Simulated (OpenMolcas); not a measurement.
# ZrCl4 (zirconium tetrachloride): a chain of runs

Aim: the energy (HF/ANO-R0), then a single-point energy (CASSCF(2,2)/ANO-R1), then the energy along one coordinate (CASPT2(2,2)/ANO-R1), then the energy along one coordinate (SC-NEVPT2(2,2)/ANO-R1), then the energy along one coordinate (MC-PDFT[tPBE](2,2)/ANO-R1) of ZrCl4 (zirconium tetrachloride). 

Program for the calculation: OpenMolcas 26.06.

## 1. The structure to begin with

The species is ZrCl4 (5 atoms), meant as a singlet with charge 0. SMILES: `Cl[Zr](Cl)(Cl)Cl`. The coordinates come from a PBE0-D4/def2-TZVP relaxation.

Bond lengths: Cl1–Zr2 2.316 Å, Zr2–Cl3 2.316 Å, Zr2–Cl4 2.316 Å, Zr2–Cl5 2.316 Å. Angles: Cl1–Zr2–Cl3 109.5°, Cl1–Zr2–Cl4 109.5°, Cl1–Zr2–Cl5 109.5°, Cl3–Zr2–Cl4 109.5°, Cl3–Zr2–Cl5 109.5°, Cl4–Zr2–Cl5 109.5°.

## 2. A single-point energy at HF/ANO-R0 (sfX2C) (run 1)

input.xyz reads:

```xyz
5

Cl    -0.109970    -0.230800     2.301810
Zr     0.000020     0.000000    -0.000020
Cl     1.545400    -1.499220    -0.853260
Cl    -2.081750    -0.430080    -0.919260
Cl     0.646280     2.160110    -0.529270
```

step1.input reads:

```
* Cl4Zr Hartree-Fock

&GATEWAY
  Coord=input.xyz
  Basis=ANO-R0
  Group=NoSym

&SEWARD

&SCF
  PrOrbitals=0

&LOCALISATION
  Occupied
  Freeze
  Pipek-Mezey

&LOCALISATION
  FileOrb=$Project.LocOrb
  Virtual
  Pipek-Mezey
```

The run is started by

```console
$ export MOLCAS_MEM=1860
$ pymolcas step1.input > step1.log
```

Log:

```text
--- Start Module: gateway ---
[...]
--- Stop Module: gateway /rc=_RC_ALL_IS_WELL_ ---
[...]
      Basis functions           60
[...]
       Convergence after  10 Iterations
[...]
::    Total SCF energy                              -5440.0486184637
[...]
      Total spin, S                                     0.0000000000
[...]
      Total electronic charge=  108.000000
      Total            charge=   -0.000000
[...]
      Dipole Moment (debye):
      Origin of the operator (angstrom)=    0.0000    0.0000   -0.0000
                   X=  7.9058E-05               Y= -2.1712E-07               Z= -1.1363E-04           Total=  1.3843E-04
      Quadrupole Moment (debye*angstrom):
[...]
--- Start Module: localisation ---
[...]
--- Stop Module: localisation /rc=_RC_ALL_IS_WELL_ ---
--- Start Module: localisation ---
[...]
--- Stop Module: localisation /rc=_RC_ALL_IS_WELL_ ---
[...]
```

Wall time 6.9 s (1 thread of Arm Neoverse V2, shared host); peak memory 0.42 GiB.

## 3. The energy at CASSCF(2,2)/ANO-R1 (sfX2C, RICD fitting) (run 2)

input.xyz is that of step 2.

step2.input reads:

```
* Cl4Zr CASSCF
&GATEWAY
Coord = input.xyz
Basis = ANO-R0
Group = NoSym
&SEWARD
&RASSCF
FileOrb = $CurrDir/step1.LocOrb
Alter = 1
1 44 54
Spin = 1
Nactel = 2 0 0
Inactive = 53
Ras2 = 2
OrbListing = Nothing
>>> COPY $Project.RunFile RUNFIL1
>>> COPY $Project.RasOrb INPORB
&GATEWAY
Coord = input.xyz
Basis = ANO-R1
Group = NoSym
RICD
&SEWARD
>>> COPY $Project.RunFile RUNFIL2
&EXPBAS
&RASSCF
FileOrb = $Project.ExpOrb
Spin = 1
Nactel = 2 0 0
Inactive = 53
Ras2 = 2
OrbListing = Nothing
OrbAppear = Compact
```

The run is started by

```console
$ export MOLCAS_MEM=1860
$ pymolcas step2.input > step2.log
```

Log:

```text
--- Start Module: gateway ---
[...]
--- Stop Module: gateway /rc=_RC_ALL_IS_WELL_ ---
[...]
      Basis functions           60
[...]
      Number of active orbitals                  2
[...]
      Spin quantum number                      0.0
[...]
      Active orbitals                            2
[...]
      Number of CSFs                             3
[...]
      Number of root(s) required                 1
[...]
      Convergence after 13 iterations
[...]
      printout of CI-coefficients larger than  0.05 for root  1
      energy=   -5440.054735
      conf/sym  11     Coeff  Weight
             1  20   0.99644 0.99290
             3  02  -0.08425 0.00710
      Natural orbitals and occupation numbers for root  1
      sym 1:   1.985804   0.014196
      ************************************************************************************************************************
      *                                                    Final results                                                     *
[...]
::    RASSCF root number  1 Total energy:  -5440.05473549
[...]
      Basis functions          112
[...]
--- Start Module: expbas ---
[...]
--- Stop Module: expbas /rc=_RC_ALL_IS_WELL_ ---
--- Start Module: rasscf ---
[...]
      Convergence after 19 iterations
[...]
      Natural orbitals and occupation numbers for root  1
      sym 1:   1.991546   0.008454
      ************************************************************************************************************************
      *                                                    Final results                                                     *
[...]
::    RASSCF root number  1 Total energy:  -5440.37323047
[...]
      Total electronic charge=  108.000000
      Total            charge=   -0.000000
[...]
      Dipole Moment (debye):
      Origin of the operator (angstrom)=    0.0000    0.0000   -0.0000
                   X= -5.4388E-03               Y= -1.1463E-02               Z=  1.1426E-01           Total=  1.1496E-01
      Quadrupole Moment (debye*angstrom):
[...]
--- Stop Module: rasscf /rc=_RC_ALL_IS_WELL_ ---
[...]
```

It took 29 s on 1 thread of Arm Neoverse V2, shared host; peak memory 0.42 GiB.

## 4. The energy along one coordinate at CASPT2(2,2)/ANO-R1 (sfX2C, RICD fitting, ipea shift 0.25 Eh, pt2 variant SS) (run 3)

step3.input reads:

```
* Cl4Zr CASPT2
>>> COPY $CurrDir/step2.RasOrb $Project.RasOrb
>>> ForEach K in (1, 2, 3, 4, 5, 6, 7, 8, 9)

&GATEWAY
 Coord
 $CurrDir/point$K.xyz
 Basis
 ANO-R1
 Group
 NoSym
 RICD

&SEWARD

&RASSCF
 FileOrb
 $Project.RasOrb
 Spin
 1
 Nactel
 2 0 0
 Inactive
 53
 Ras2
 2
 OrbListing
 Nothing
 OrbAppear
 Compact

&CASPT2
 Imaginary
 0.2
 Frozen
 34
>>> EndDo
```

The run is started by

```console
$ export MOLCAS_MEM=1860
$ pymolcas step3.input > step3.log
```

Log:

```text
[...]
      Basis functions          112
[...]
      Number of active orbitals                  2
[...]
      Spin quantum number                      0.0
[...]
      Active orbitals                            2
[...]
      Number of CSFs                             3
[...]
      Number of root(s) required                 1
[...]
      Convergence after 11 iterations
[...]
      Natural orbitals and occupation numbers for root  1
      sym 1:   1.993463   0.006537
      ************************************************************************************************************************
      *                                                    Final results                                                     *
[...]
::    RASSCF root number  1 Total energy:  -5440.34360695
[...]
::    CASPT2 Root  1     Total energy:  -5441.11220610
[...]
      Convergence after 12 iterations
[...]
      Natural orbitals and occupation numbers for root  1
      sym 1:   1.991546   0.008454
      ************************************************************************************************************************
      *                                                    Final results                                                     *
[...]
      Convergence after 19 iterations
[...]
      Natural orbitals and occupation numbers for root  1
      sym 1:   1.682629   0.317371
      ************************************************************************************************************************
      *                                                    Final results                                                     *
[...]
      Convergence after 11 iterations
[...]
      Natural orbitals and occupation numbers for root  1
      sym 1:   1.261813   0.738187
      ************************************************************************************************************************
      *                                                    Final results                                                     *
[...]
      Convergence after 11 iterations
[...]
      Natural orbitals and occupation numbers for root  1
      sym 1:   1.065559   0.934441
      ************************************************************************************************************************
      *                                                    Final results                                                     *
[...]
::    RASSCF root number  1 Total energy:  -5440.22090401
[...]
::    CASPT2 Root  1     Total energy:  -5440.94465557
[...]
      Convergence after  9 iterations
[...]
::    RASSCF root number  1 Total energy:  -5440.22091191
[...]
::    CASPT2 Root  1     Total energy:  -5440.94380150
[...]
```

It took 3.2 min on 1 thread of Arm Neoverse V2, shared host; peak memory 0.25 GiB.

The scan, from its lowest point:

| Zr2–Cl1 (Å) | energy (kJ/mol) |
| --- | --- |
| 2.084 | 59.2 |
| 2.316 | 0.0 |
| 2.548 | 37.4 |
| 2.895 | 147.3 |
| 3.358 | 286.7 |
| 3.937 | 417.4 |
| 4.632 | 485.5 |
| 5.558 | 499.1 |
| 6.948 | 501.3 |

## 5. The energy along one coordinate at SC-NEVPT2(2,2)/ANO-R1 (sfX2C, RICD fitting, pt2 variant SC-NEVPT2) (run 4)

step4.inp reads:

```
* Cl4Zr NEVPT2
>>> COPY $CurrDir/step2.RasOrb $Project.RasOrb
>>> ForEach K in (1, 2, 3, 4, 5, 6, 7, 8, 9)

&GATEWAY
  COORD=$CurrDir/point$K.xyz
  BASIS=ANO-R1
  GROUP=NoSym
  RICD

&SEWARD

&RASSCF
  FILEORB=$Project.RasOrb
  SPIN=1
  NACTEL=2 0 0
  INACTIVE=53
  RAS2=2
  ORBLISTING=Nothing
  ORBAPPEAR=Compact

&CASPT2
  SC-NEVPT2
  FROZEN=34
>>> EndDo
```

The run is started by

```console
$ export MOLCAS_MEM=1860
$ pymolcas step4.inp > step4.log
```

Log:

```text
[...]
      Basis functions          112
[...]
      Number of active orbitals                  2
[...]
      Spin quantum number                      0.0
[...]
      Active orbitals                            2
[...]
      Number of CSFs                             3
[...]
      Number of root(s) required                 1
[...]
      Convergence after 11 iterations
[...]
      printout of CI-coefficients larger than  0.05 for root  1
      energy=   -5440.343607
      conf/sym  11     Coeff  Weight
             1  20   0.99836 0.99673
             3  02  -0.05717 0.00327
      Natural orbitals and occupation numbers for root  1
      sym 1:   1.993463   0.006537
      ************************************************************************************************************************
      *                                                    Final results                                                     *
[...]
::    RASSCF root number  1 Total energy:  -5440.34360695
[...]
      E2 (Variational):          -0.7625184056
[...]
::    SC-NEVPT2 Root  1     Total energy:  -5441.10600457
[...]
      Convergence after 12 iterations
[...]
      Natural orbitals and occupation numbers for root  1
      sym 1:   1.991546   0.008454
      ************************************************************************************************************************
      *                                                    Final results                                                     *
[...]
      Convergence after 19 iterations
[...]
      Natural orbitals and occupation numbers for root  1
      sym 1:   1.682629   0.317371
      ************************************************************************************************************************
      *                                                    Final results                                                     *
[...]
      Convergence after 11 iterations
[...]
      Natural orbitals and occupation numbers for root  1
      sym 1:   1.261813   0.738187
      ************************************************************************************************************************
      *                                                    Final results                                                     *
[...]
      Convergence after 11 iterations
[...]
::    RASSCF root number  1 Total energy:  -5440.22090401
[...]
::    SC-NEVPT2 Root  1     Total energy:  -5440.94237521
[...]
      Convergence after  9 iterations
[...]
::    RASSCF root number  1 Total energy:  -5440.22091191
[...]
      E2 (Variational):          -0.7206607826
[...]
      Reference weight:           0.77102
[...]
::    SC-NEVPT2 Root  1     Total energy:  -5440.94157269
[...]
```

It took 3 min on 1 thread of Arm Neoverse V2, shared host; peak memory 0.25 GiB.

The scan, from its lowest point:

| Zr2–Cl1 (Å) | energy (kJ/mol) |
| --- | --- |
| 2.084 | 58.7 |
| 2.316 | 0.0 |
| 2.548 | 34.8 |
| 2.895 | 127.6 |
| 3.358 | 265.1 |
| 3.937 | 404.1 |
| 4.632 | 475.5 |
| 5.558 | 488.3 |
| 6.948 | 490.4 |

## 6. An energy scan at MC-PDFT[tPBE](2,2)/ANO-R1 (sfX2C, RICD fitting) (run 5)

step5.inp reads:

```
>>> COPY $CurrDir/step2.RasOrb $Project.RasOrb
>>> ForEach K in (1, 2, 3, 4, 5, 6, 7, 8, 9)
&GATEWAY
COORD = $CurrDir/point$K.xyz
BASIS = ANO-R1
GROUP = NoSym
RICD
&SEWARD
&RASSCF
FILEORB = $Project.RasOrb
SPIN = 1
NACTEL = 2 0 0
INACTIVE = 53
RAS2 = 2
ORBLISTING = Nothing
ORBAPPEAR = Compact
&MCPDFT
KSDFT = T:PBE
>>> EndDo
```

The run is started by

```console
$ export MOLCAS_MEM=1860
$ pymolcas step5.inp > step5.log
```

Log:

```text
--- Start Module: gateway ---
[...]
      Basis functions          112
[...]
      Number of active orbitals                  2
[...]
      Spin quantum number                      0.0
[...]
      Active orbitals                            2
[...]
      Number of CSFs                             3
[...]
      Number of root(s) required                 1
[...]
      Convergence after 11 iterations
[...]
      printout of CI-coefficients larger than  0.05 for root  1
      energy=   -5440.343607
      conf/sym  11     Coeff  Weight
             1  20   0.99836 0.99673
             3  02  -0.05717 0.00327
      Natural orbitals and occupation numbers for root  1
      sym 1:   1.993463   0.006537
      ************************************************************************************************************************
      *                                                    Final results                                                     *
[...]
::    RASSCF root number  1 Total energy:  -5440.34360695
[...]
::    MCPDFT root number  1 Total energy:  -5444.10829887
[...]
      Convergence after 12 iterations
[...]
      Natural orbitals and occupation numbers for root  1
      sym 1:   1.991546   0.008454
      ************************************************************************************************************************
      *                                                    Final results                                                     *
[...]
      Convergence after 19 iterations
[...]
      Natural orbitals and occupation numbers for root  1
      sym 1:   1.682629   0.317371
      ************************************************************************************************************************
      *                                                    Final results                                                     *
[...]
      Convergence after 11 iterations
[...]
      Natural orbitals and occupation numbers for root  1
      sym 1:   1.261813   0.738187
      ************************************************************************************************************************
      *                                                    Final results                                                     *
[...]
      Convergence after 11 iterations
[...]
::    RASSCF root number  1 Total energy:  -5440.22090401
[...]
::    MCPDFT root number  1 Total energy:  -5443.93642268
[...]
      Convergence after  9 iterations
[...]
::    RASSCF root number  1 Total energy:  -5440.22091191
[...]
      Total electronic charge=  108.000000
      Total            charge=   -0.000000
[...]
::    MCPDFT root number  1 Total energy:  -5443.93594353
[...]
```

Run time: 3 min. Hardware: 1 thread of Arm Neoverse V2, shared host; peak memory 0.25 GiB.

The scan, from its lowest point:

| Zr2–Cl1 (Å) | energy (kJ/mol) |
| --- | --- |
| 2.084 | 61.3 |
| 2.316 | 0.0 |
| 2.548 | 31.2 |
| 2.895 | 128.7 |
| 3.358 | 254.6 |
| 3.937 | 393.1 |
| 4.632 | 494.9 |
| 5.558 | 512.6 |
| 6.948 | 513.8 |

## 7. Summary of results

| quantity | value |
| --- | --- |
| run 1, HF/ANO-R0: total energy | -5440.04862 Eh |
| run 1, HF/ANO-R0: dipole moment | 0.00 D |
| run 1, HF/ANO-R0: HOMO energy | -11.49 eV |
| run 1, HF/ANO-R0: LUMO energy | 0.86 eV |
| run 1, HF/ANO-R0: HOMO–LUMO gap | 12.35 eV |
| run 2, CASSCF(2,2)/ANO-R1: total energy | -5440.37323 Eh |
| run 2, CASSCF(2,2)/ANO-R1: dipole moment (CASSCF density) | 0.11 D |
| run 3, CASPT2(2,2)/ANO-R1: lowest energy of the scan | -5441.13474 Eh |
| run 4, SC-NEVPT2(2,2)/ANO-R1: lowest energy of the scan | -5441.12834 Eh |
| run 5, MC-PDFT[tPBE](2,2)/ANO-R1: lowest energy of the scan | -5444.13165 Eh |
